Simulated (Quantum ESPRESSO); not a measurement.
# MnPt2 (P-3m1) in Quantum ESPRESSO: band structure with PBEsol

Aim: the band structure of MnPt2 with PBEsol.

All numbers are computed with Quantum ESPRESSO 7.5; they aren't measurements. Logs are shortened: lines on timing, memory, paths and dates and some standing lists are left out, and cuts for length are marked.

## Step 1: The structure

The structure is trigonal, space group P-3m1 (No. 164). The conventional cell has a = 2.858 Å, b = 2.858 Å, c = 6.533 Å, α = 90.00°, β = 90.00°, γ = 120.00°. Pt (site symmetry 3m) has 3 Mn at 2.64 Å and 9 Pt at 2.86 to 2.91 Å as nearest neighbours. Around Mn (site symmetry -3m) lie 6 Pt at 2.64 Å and 6 Mn at 2.86 Å.

The cell comes from a database or a generator and needn't be the stable form of this composition.

## Step 2: Band structure, PBEsol, collinear spin, ferromagnetic start

The input, pw.in:

```
&CONTROL
  calculation = 'scf'
  prefix = 'pwscf'
  outdir = './tmp'
  pseudo_dir = './pseudo'
  tprnfor = .true.
  tstress = .true.
  disk_io = 'low'
/
&SYSTEM
  ibrav = 0
  celldm(1) = 8
  nat = 3
  ntyp = 2
  ecutwfc = 45
  ecutrho = 360
  nbnd = 36
  occupations = 'smearing'
  smearing = 'fd'
  degauss = 0.00367493
  nspin = 2
  starting_magnetization(1) = 0
  starting_magnetization(2) = 0.2667
/
&ELECTRONS
  conv_thr = 6d-10
  electron_maxstep = 120
  mixing_beta = 0.3
/
ATOMIC_SPECIES
Pt   195.0840 pt_pbesol_v1.4.uspp.F.UPF
Mn    54.9380 mn_pbesol_v1.5.uspp.F.UPF
CELL_PARAMETERS alat
  0.6752001959141   0.0000000000000   0.0000000000000
 -0.3376000979571   0.5847405223138   0.0000000000000
  0.0000000000000   0.0000000000000   1.5430804335028
ATOMIC_POSITIONS crystal
Pt     0.6666666667    0.3333333333    0.3162060000
Pt     0.3333333333    0.6666666667    0.6837940000
Mn     0.0000000000    0.0000000000    0.0000000000
K_POINTS automatic
11 11 4 0 0 0
```

The input, bands.in:

```
&CONTROL
  calculation = 'bands'
  prefix = 'pwscf'
  outdir = './tmp'
  pseudo_dir = './pseudo'
  disk_io = 'low'
  verbosity = 'high'
/
&SYSTEM
  ibrav = 0
  celldm(1) = 8
  nat = 3
  ntyp = 2
  ecutwfc = 45
  ecutrho = 360
  nbnd = 36
  occupations = 'smearing'
  smearing = 'fd'
  degauss = 0.00367493
  nspin = 2
  starting_magnetization(1) = 0
  starting_magnetization(2) = 0.2667
/
&ELECTRONS
  conv_thr = 1d-08
  electron_maxstep = 120
  mixing_beta = 0.3
  diago_full_acc = .true.
  startingwfc = 'random'
/
ATOMIC_SPECIES
Pt   195.0840 pt_pbesol_v1.4.uspp.F.UPF
Mn    54.9380 mn_pbesol_v1.5.uspp.F.UPF
CELL_PARAMETERS alat
  0.6752001959141   0.0000000000000   0.0000000000000
 -0.3376000979571   0.5847405223138   0.0000000000000
  0.0000000000000   0.0000000000000   1.5430804335028
ATOMIC_POSITIONS crystal
Pt     0.6666666667    0.3333333333    0.3162060000
Pt     0.3333333333    0.6666666667    0.6837940000
Mn     0.0000000000    0.0000000000    0.0000000000
K_POINTS crystal
60
 0.0000000000  0.0000000000  0.0000000000 1
 0.0625000000  0.0000000000  0.0000000000 1
 0.1250000000  0.0000000000  0.0000000000 1
 0.1875000000  0.0000000000  0.0000000000 1
 0.2500000000  0.0000000000  0.0000000000 1
 0.3125000000  0.0000000000  0.0000000000 1
 0.3750000000  0.0000000000  0.0000000000 1
 0.4375000000  0.0000000000  0.0000000000 1
 0.5000000000  0.0000000000  0.0000000000 1
 0.4583333333  0.0833333333  0.0000000000 1
 0.4166666667  0.1666666667  0.0000000000 1
 0.3750000000  0.2500000000  0.0000000000 1
 0.3333333333  0.3333333333  0.0000000000 1
 0.3000000000  0.3000000000  0.0000000000 1
 0.2666666667  0.2666666667  0.0000000000 1
 0.2333333333  0.2333333333  0.0000000000 1
 0.2000000000  0.2000000000  0.0000000000 1
 0.1666666667  0.1666666667  0.0000000000 1
 0.1333333333  0.1333333333  0.0000000000 1
 0.1000000000  0.1000000000  0.0000000000 1
 0.0666666667  0.0666666667  0.0000000000 1
 0.0333333333  0.0333333333  0.0000000000 1
 0.0000000000  0.0000000000  0.0000000000 1
 0.0000000000  0.0000000000  0.1666666667 1
 0.0000000000  0.0000000000  0.3333333333 1
 0.0000000000  0.0000000000  0.5000000000 1
 0.0555555556  0.0000000000  0.5000000000 1
 0.1111111111  0.0000000000  0.5000000000 1
 0.1666666667  0.0000000000  0.5000000000 1
 0.2222222222  0.0000000000  0.5000000000 1
 0.2777777778  0.0000000000  0.5000000000 1
 0.3333333333  0.0000000000  0.5000000000 1
 0.3888888889  0.0000000000  0.5000000000 1
 0.4444444444  0.0000000000  0.5000000000 1
 0.5000000000  0.0000000000  0.5000000000 1
 0.4666666667  0.0666666667  0.5000000000 1
 0.4333333333  0.1333333333  0.5000000000 1
 0.4000000000  0.2000000000  0.5000000000 1
 0.3666666667  0.2666666667  0.5000000000 1
 0.3333333333  0.3333333333  0.5000000000 1
 0.3055555556  0.3055555556  0.5000000000 1
 0.2777777778  0.2777777778  0.5000000000 1
 0.2500000000  0.2500000000  0.5000000000 1
 0.2222222222  0.2222222222  0.5000000000 1
 0.1944444444  0.1944444444  0.5000000000 1
 0.1666666667  0.1666666667  0.5000000000 1
 0.1388888889  0.1388888889  0.5000000000 1
 0.1111111111  0.1111111111  0.5000000000 1
 0.0833333333  0.0833333333  0.5000000000 1
 0.0555555556  0.0555555556  0.5000000000 1
 0.0277777778  0.0277777778  0.5000000000 1
 0.0000000000  0.0000000000  0.5000000000 1
 0.5000000000  0.0000000000  0.5000000000 1
 0.5000000000  0.0000000000  0.3333333333 1
 0.5000000000  0.0000000000  0.1666666667 1
 0.5000000000  0.0000000000  0.0000000000 1
 0.3333333333  0.3333333333  0.0000000000 1
 0.3333333333  0.3333333333  0.1666666667 1
 0.3333333333  0.3333333333  0.3333333333 1
 0.3333333333  0.3333333333  0.5000000000 1
```

Potentials or basis: GBRV 1.5 PBEsol.

Run with:

```console
OMP_NUM_THREADS=1 mpirun -n 2 pw.x -nk 2 -in pw.in > pw.out
OMP_NUM_THREADS=1 mpirun -n 2 pw.x -nk 2 -in bands.in > bands.out
```

pw.out:

```text
This program is part of the open-source Quantum ESPRESSO suite
     for quantum simulation of materials; please cite
[... 13 lines left out ...]
     --------------------
     sticks:   dense  smooth     PW     G-vecs:    dense   smooth      PW
     Sum         733     361    121                35979    12713    2213

     Using Slab Decomposition

     bravais-lattice index     =            0
     lattice parameter (alat)  =       8.0000  a.u.
     unit-cell volume          =     311.9279 (a.u.)^3
     number of atoms/cell      =            3
     number of atomic types    =            2
     number of electrons       =        47.00
     number of Kohn-Sham states=           36
     kinetic-energy cutoff     =      45.0000  Ry
     charge density cutoff     =     360.0000  Ry
     scf convergence threshold =      6.0E-10
     mixing beta               =       0.3000
     number of iterations used =            8  plain     mixing
     Exchange-correlation= SLA  PW   PSX  PSC
                           (   1   4  10   8   0   0   0)

     celldm(1)=   8.000000  celldm(2)=   0.000000  celldm(3)=   0.000000
     celldm(4)=   0.000000  celldm(5)=   0.000000  celldm(6)=   0.000000

     crystal axes: (cart. coord. in units of alat)
               a(1) = (   0.675200   0.000000   0.000000 )
               a(2) = (  -0.337600   0.584741   0.000000 )
               a(3) = (   0.000000   0.000000   1.543080 )

     reciprocal axes: (cart. coord. in units 2 pi/alat)
               b(1) = (  1.481042  0.855080 -0.000000 )
               b(2) = (  0.000000  1.710160  0.000000 )
               b(3) = (  0.000000 -0.000000  0.648054 )

     PseudoPot. # 1 for Pt read from file:
     pt_pbesol_v1.4.uspp.F.UPF
     Pseudo is Ultrasoft + core correction, Zval = 16.0
     Generated by new atomic code, or converted to UPF format
     Using radial grid of  985 points,  6 beta functions with:
                l(1) =   0
                l(2) =   0
                l(3) =   1
                l(4) =   1
                l(5) =   2
                l(6) =   2
     Q(r) pseudized with  8 coefficients,  rinner =    1.300   1.300   1.300
                                                       1.300   1.300

     PseudoPot. # 2 for Mn read from file:
     mn_pbesol_v1.5.uspp.F.UPF
     Pseudo is Ultrasoft + core correction, Zval = 15.0
     Generated by new atomic code, or converted to UPF format
     Using radial grid of  859 points,  6 beta functions with:
                l(1) =   0
                l(2) =   0
                l(3) =   1
                l(4) =   1
                l(5) =   2
                l(6) =   2
     Q(r) pseudized with  8 coefficients,  rinner =    0.950   0.950   0.950
                                                       0.950   0.950

     atomic species   valence    mass     pseudopotential
     Pt               16.00   195.08400     Pt( 1.00)
     Mn               15.00    54.93800     Mn( 1.00)

     Starting magnetic structure
     atomic species   magnetization
     Pt              0.000
     Mn              0.267

     12 Sym. Ops., with inversion, found

   Cartesian axes

     site n.     atom                  positions (alat units)
         1        Pt     tau(   1) = (   0.3376001   0.1949135   0.4879313  )
         2        Pt     tau(   2) = (  -0.0000000   0.3898270   1.0551491  )
         3        Mn     tau(   3) = (   0.0000000   0.0000000   0.0000000  )

     number of k points=    58  Fermi-Dirac smearing, width (Ry)=  0.0037
                       cart. coord. in units 2pi/alat
        k(    1) = (   0.0000000   0.0000000   0.0000000), wk =   0.0020661
        k(    2) = (   0.0000000   0.0000000   0.1620136), wk =   0.0041322
        k(    3) = (   0.0000000   0.0000000  -0.3240272), wk =   0.0020661
        k(    4) = (   0.0000000   0.1554691   0.0000000), wk =   0.0123967
        k(    5) = (   0.0000000   0.1554691   0.1620136), wk =   0.0123967
        k(    6) = (   0.0000000   0.1554691  -0.3240272), wk =   0.0123967
[... 50 lines left out ...]
        k(   57) = (  -0.2692804   0.6218765  -0.1620136), wk =   0.0247934
        k(   58) = (  -0.2692804   0.7773456  -0.1620136), wk =   0.0247934

     Dense  grid:    35979 G-vectors     FFT dimensions: (  36,  36,  75)

     Smooth grid:    12713 G-vectors     FFT dimensions: (  24,  24,  54)

     Check: negative core charge=   -0.000007
     Generating pointlists ...
     new r_m :   0.2576 (alat units)  2.0610 (a.u.) for type    1
     new r_m :   0.2576 (alat units)  2.0610 (a.u.) for type    2

     Initial potential from superposition of free atoms

     starting charge      45.4999, renormalised to      47.0000

     negative rho (up, down):  1.873E-01 1.875E-01
     Starting wfcs are   37 randomized atomic wfcs

     Self-consistent Calculation

     iteration #  1     ecut=    45.00 Ry     beta= 0.30
     Davidson diagonalization with overlap
     ethr =  1.00E-02,  avg # of iterations =  5.3

     negative rho (up, down):  1.775E-01 1.773E-01

     total energy              =    -630.90666904 Ry
     estimated scf accuracy    <       5.32836641 Ry

     total magnetization       =     2.56 Bohr mag/cell
     absolute magnetization    =     2.73 Bohr mag/cell

     iteration #  2     ecut=    45.00 Ry     beta= 0.30
     Davidson diagonalization with overlap
     ethr =  1.00E-02,  avg # of iterations =  2.1

     negative rho (up, down):  1.774E-01 1.773E-01

     total energy              =    -630.60545568 Ry
     estimated scf accuracy    <      23.24091264 Ry

     total magnetization       =     0.79 Bohr mag/cell
     absolute magnetization    =     0.89 Bohr mag/cell

     iteration #  3     ecut=    45.00 Ry     beta= 0.30
     Davidson diagonalization with overlap
     ethr =  1.00E-02,  avg # of iterations =  1.8

     negative rho (up, down):  1.747E-01 1.736E-01

     total energy              =    -632.14619099 Ry
     estimated scf accuracy    <       0.51774244 Ry

     total magnetization       =     3.54 Bohr mag/cell
     absolute magnetization    =     3.59 Bohr mag/cell

     iteration #  4     ecut=    45.00 Ry     beta= 0.30
     Davidson diagonalization with overlap
     ethr =  1.10E-03,  avg # of iterations =  1.4

     negative rho (up, down):  1.749E-01 1.731E-01

     total energy              =    -632.20141184 Ry
     estimated scf accuracy    <       0.07494873 Ry

     total magnetization       =     4.06 Bohr mag/cell
     absolute magnetization    =     4.11 Bohr mag/cell

     iteration #  5     ecut=    45.00 Ry     beta= 0.30
     Davidson diagonalization with overlap
     ethr =  1.59E-04,  avg # of iterations =  2.4

     negative rho (up, down):  1.744E-01 1.703E-01

     total energy              =    -632.20919111 Ry
     estimated scf accuracy    <       0.00927371 Ry

     total magnetization       =     4.11 Bohr mag/cell
     absolute magnetization    =     4.16 Bohr mag/cell

     iteration #  6     ecut=    45.00 Ry     beta= 0.30
     Davidson diagonalization with overlap
     ethr =  1.97E-05,  avg # of iterations =  3.8

     negative rho (up, down):  1.746E-01 1.702E-01

     total energy              =    -632.21139153 Ry
     estimated scf accuracy    <       0.00240140 Ry

     total magnetization       =     4.35 Bohr mag/cell
     absolute magnetization    =     4.43 Bohr mag/cell
[... 67 lines left out ...]
     total energy              =    -632.21236551 Ry
     estimated scf accuracy    <       0.00000042 Ry

     total magnetization       =     4.55 Bohr mag/cell
     absolute magnetization    =     4.64 Bohr mag/cell

     iteration # 13     ecut=    45.00 Ry     beta= 0.30
     Davidson diagonalization with overlap
     ethr =  9.02E-10,  avg # of iterations =  1.5

     negative rho (up, down):  1.755E-01 1.693E-01

     total energy              =    -632.21236555 Ry
     estimated scf accuracy    <       0.00000008 Ry

     total magnetization       =     4.55 Bohr mag/cell
     absolute magnetization    =     4.65 Bohr mag/cell

     iteration # 14     ecut=    45.00 Ry     beta= 0.30
     Davidson diagonalization with overlap
     ethr =  1.71E-10,  avg # of iterations =  2.0

     negative rho (up, down):  1.755E-01 1.693E-01

     total energy              =    -632.21236557 Ry
     estimated scf accuracy    <       0.00000003 Ry

     total magnetization       =     4.55 Bohr mag/cell
     absolute magnetization    =     4.65 Bohr mag/cell

     iteration # 15     ecut=    45.00 Ry     beta= 0.30
     Davidson diagonalization with overlap
     ethr =  5.64E-11,  avg # of iterations =  1.5

     negative rho (up, down):  1.755E-01 1.693E-01

     total energy              =    -632.21236558 Ry
     estimated scf accuracy    <          1.8E-09 Ry

     total magnetization       =     4.55 Bohr mag/cell
     absolute magnetization    =     4.65 Bohr mag/cell

     iteration # 16     ecut=    45.00 Ry     beta= 0.30
     Davidson diagonalization with overlap
     ethr =  3.78E-12,  avg # of iterations =  2.9

     negative rho (up, down):  1.755E-01 1.693E-01

     Magnetic moment per site  (integrated on atomic sphere of radius R)
     atom   1 (R=0.258)  charge= 13.5945  magn=  0.3113
     atom   2 (R=0.258)  charge= 13.5945  magn=  0.3113
     atom   3 (R=0.258)  charge= 13.4893  magn=  3.7403

     End of self-consistent calculation

     Number of k-points >= 100: set verbosity='high' to print the bands.

     the Fermi energy is    19.0023 ev

!    total energy              =    -632.21236558 Ry
     estimated scf accuracy    <          3.0E-10 Ry
     smearing contrib. (-TS)   =      -0.00143525 Ry
     internal energy E=F+TS    =    -632.21093033 Ry

     The total energy is F=E-TS. E is the sum of the following terms:
     one-electron contribution =    -151.95770104 Ry
     hartree contribution      =     110.10819054 Ry
     xc contribution           =    -139.68635511 Ry
     ewald contribution        =    -450.67506472 Ry

     total magnetization       =     4.55 Bohr mag/cell
     absolute magnetization    =     4.65 Bohr mag/cell

     convergence has been achieved in  16 iterations

     negative rho (up, down):  1.755E-01 1.693E-01

     Forces acting on atoms (cartesian axes, Ry/au):

     atom    1 type  1   force =     0.00000000   -0.00000000    0.00161843
     atom    2 type  1   force =     0.00000000   -0.00000000   -0.00161843
     atom    3 type  2   force =    -0.00000000    0.00000000    0.00000000

     Total force =     0.002289     Total SCF correction =     0.000083

     Computing stress (Cartesian axis) and pressure

     negative rho (up, down):  1.755E-01 1.693E-01
          total   stress  (Ry/bohr**3)                   (kbar)     P=      -97.11
  -0.00072507  -0.00000000   0.00000000         -106.66       -0.00        0.00
  -0.00000000  -0.00072507   0.00000000           -0.00     -106.66        0.00
   0.00000000   0.00000000  -0.00053025            0.00        0.00      -78.00

=------------------------------------------------------------------------------=
   JOB DONE.
=------------------------------------------------------------------------------=
```

Wall time 2.6 min (2 MPI ranks of Arm Neoverse V1, shared host); peak memory 0.34 GiB.

What came out:

```
Free energy                                           : -8601.6874 eV
Pressure                                              : -9.7 GPa
Largest force                                         : 0.042 eV/Å
Band gap on the k mesh                                : none (metal or under the smearing width)
Net moment                                            : 4.55 μB per cell
Absolute moment                                       : 4.65 μB per cell
Site moments                                          : Pt +0.31; Mn +3.74 μB
Valence electrons inside the program's atomic spheres : Pt 13.59; Mn 13.49
```

Forces in eV/Å, atoms in the order of the input:
```
Pt   0.000  0.000  0.042
Pt   0.000  0.000 -0.042
Mn   0.000  0.000  0.000
```

Levels at the corners of the path, in eV from the Fermi level:
Spin up:
```tsv
point	band 23	band 24	band 25	band 26	band 27	band 28	band 29	band 30
Γ	-1.57	-1.57	-1.08	-1.08	-0.82	-0.82	9.99	11.04
M	-0.25	-0.19	0.17	1.50	1.66	1.95	5.65	5.71
K	-0.91	-0.89	-0.89	3.07	3.07	4.42	7.12	7.12
Γ	-1.57	-1.57	-1.08	-1.08	-0.82	-0.82	9.99	11.04
A	-1.77	-1.74	-1.74	-0.14	-0.14	0.16	6.02	14.22
L	-0.75	-0.35	-0.14	-0.09	1.84	2.58	4.80	8.37
H	-0.75	-0.37	-0.37	3.83	3.83	4.82	4.82	5.51
A	-1.77	-1.74	-1.74	-0.14	-0.14	0.16	6.02	14.22
L	-0.75	-0.35	-0.14	-0.09	1.84	2.58	4.80	8.37
M	-0.25	-0.19	0.17	1.50	1.66	1.95	5.65	5.71
K	-0.91	-0.89	-0.89	3.07	3.07	4.42	7.12	7.12
H	-0.75	-0.37	-0.37	3.83	3.83	4.82	4.82	5.51
```
Spin down:
```csv
point,band 20,band 21,band 22,band 23,band 24,band 25
Γ,-1.86,-1.86,-0.89,-0.89,0.72,1.37
M,0.06,0.12,0.14,1.65,1.91,2.43
K,-1.80,0.79,0.79,1.38,1.38,2.30
Γ,-1.86,-1.86,-0.89,-0.89,0.72,1.37
A,-1.56,-1.40,-1.40,0.29,0.47,1.42
L,-0.44,0.05,0.16,0.71,1.48,1.98
H,-1.90,0.94,0.94,1.20,1.20,2.53
A,-1.56,-1.40,-1.40,0.29,0.47,1.42
L,-0.44,0.05,0.16,0.71,1.48,1.98
M,0.06,0.12,0.14,1.65,1.91,2.43
K,-1.80,0.79,0.79,1.38,1.38,2.30
H,-1.90,0.94,0.94,1.20,1.20,2.53
```

Caveat: spin-orbit coupling is left out, which moves the levels of the heavy elements.
